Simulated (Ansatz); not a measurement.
# CH₆F₂SiSn: a ladder of functionals and wavefunction methods

The task here is to estimate one member of a computed series from the others.

The runs use Ansatz 0.2.0, Gaussian basis; functionals in def2-TZVPP, the program's frozen cores in correlated methods.

Plan: PBE-D4, r2SCAN-D4, PBE0-D4, B3LYP-D4, ωB97X-V, ωB97M-V, B2PLYP; CCSD(T)/def2-TZVPP; MP2/def2-QZVPP; extrapolation to the limit.

## The geometry

An earlier PBE0-D4 in a triple-zeta def2 set relaxation fixed the geometry. Sn takes the def2 core potential; no spin-orbit term is included.

SMILES `[CH3][Sn]([F])([F])[SiH3]`, 11 atoms, charge 0, spin multiplicity 1.

Atoms are counted from 1 here; the program's logs count them from 0.

Bond lengths: C1–Sn2 2.119 Å, C1–H6 1.090 Å, C1–H7 1.090 Å, C1–H8 1.090 Å, Sn2–F3 1.925 Å, Sn2–F4 1.925 Å, Sn2–Si5 2.566 Å, Si5–H9 1.484 Å, Si5–H10 1.481 Å, Si5–H11 1.484 Å. Angles: Sn2–C1–H6 107.4°, Sn2–C1–H7 110.0°, Sn2–C1–H8 110.0°, H6–C1–H7 109.7°, H6–C1–H8 109.7°, H7–C1–H8 109.9°, C1–Sn2–F3 105.0°, C1–Sn2–F4 105.0°, C1–Sn2–Si5 129.0°, F3–Sn2–F4 102.3°, F3–Sn2–Si5 106.3°, F4–Sn2–Si5 106.3°, Sn2–Si5–H9 108.5°, Sn2–Si5–H10 108.2°, Sn2–Si5–H11 108.5°, H9–Si5–H10 110.9°, H9–Si5–H11 110.0°, H10–Si5–H11 110.9°.

The first run:

Contents of in.yaml:

```yaml
crystal:
  periodic: [false, false, false]
  atoms:
    - {symbol: C, position_ang: [-1.496485, -1.056112, 1.030028]}
    - {symbol: Sn, position_ang: [0.269802, -0.577760, -0.038078]}
    - {symbol: F, position_ang: [1.706944, -1.281088, 1.032573]}
    - {symbol: F, position_ang: [0.271834, -1.762058, -1.555893]}
    - {symbol: Si, position_ang: [1.065837, 1.702935, -0.903039]}
    - {symbol: H, position_ang: [-1.482742, -2.129172, 1.220083]}
    - {symbol: H, position_ang: [-2.372927, -0.798896, 0.436023]}
    - {symbol: H, position_ang: [-1.518630, -0.515253, 1.975615]}
    - {symbol: H, position_ang: [1.213847, 2.619069, 0.254969]}
    - {symbol: H, position_ang: [2.363274, 1.508549, -1.591168]}
    - {symbol: H, position_ang: [0.044646, 2.232587, -1.840515]}
basis:
  gaussian: {orbitals: def2-TZVPP}
hamiltonian: {xc: pbe, dispersion: d4}
output: {forces: true, orbitals: {seedname: orbitals}}
```

Command:

```console
$ ansatz run in.yaml --threads 2 --pin off --events-out ev --progress --plain --max-ram 22528MiB --backend cpu
```

Among the steps run: PBE-D4 (GGA); r2SCAN-D4 (meta-GGA); PBE0-D4 (hybrid); B3LYP-D4 (hybrid); ωB97X-V (range-separated); ωB97M-V (range-separated); B2PLYP (double hybrid); CCSD(T) in def2-TZVPP; MP2 in def2-QZVPP.

One table of the session follows, with a row left open; its other results are not shown here.

It belongs to the step «Atomisation energies». 

| method | atomisation energy (kJ/mol) |
| --- | --- |
| PBE-D4 | 3641.7 |
| r2SCAN-D4 | 3618.6 |
| PBE0-D4 | ? |
| B3LYP-D4 | 3599.6 |
| ωB97X-V | 3642.0 |
| ωB97M-V | 3611.0 |
| B2PLYP | 3565.5 |
| HF/def2-TZVPP | 2648.3 |
| MP2/def2-TZVPP | 3565.5 |
| CCSD/def2-TZVPP | 3482.6 |
| CCSD(T)/def2-TZVPP | 3533.1 |
| MP2/CBS | 3679.7 |
| CCSD(T)/CBS | 3647.3 |

**Question.** Estimate the row for PBE0-D4.

The run gave: atomisation energy (kJ/mol): 3576.5. In the column «atomisation energy (kJ/mol)» it lies between MP2/def2-TZVPP (3565.5) and B3LYP-D4 (3599.6).

Limits of these values: Free atoms (1 C, 1 Sn, 2 F, 1 Si, 6 H) were run apart at each level; the atomisation energy is their sum less the molecule, without zero-point or spin-orbit terms.
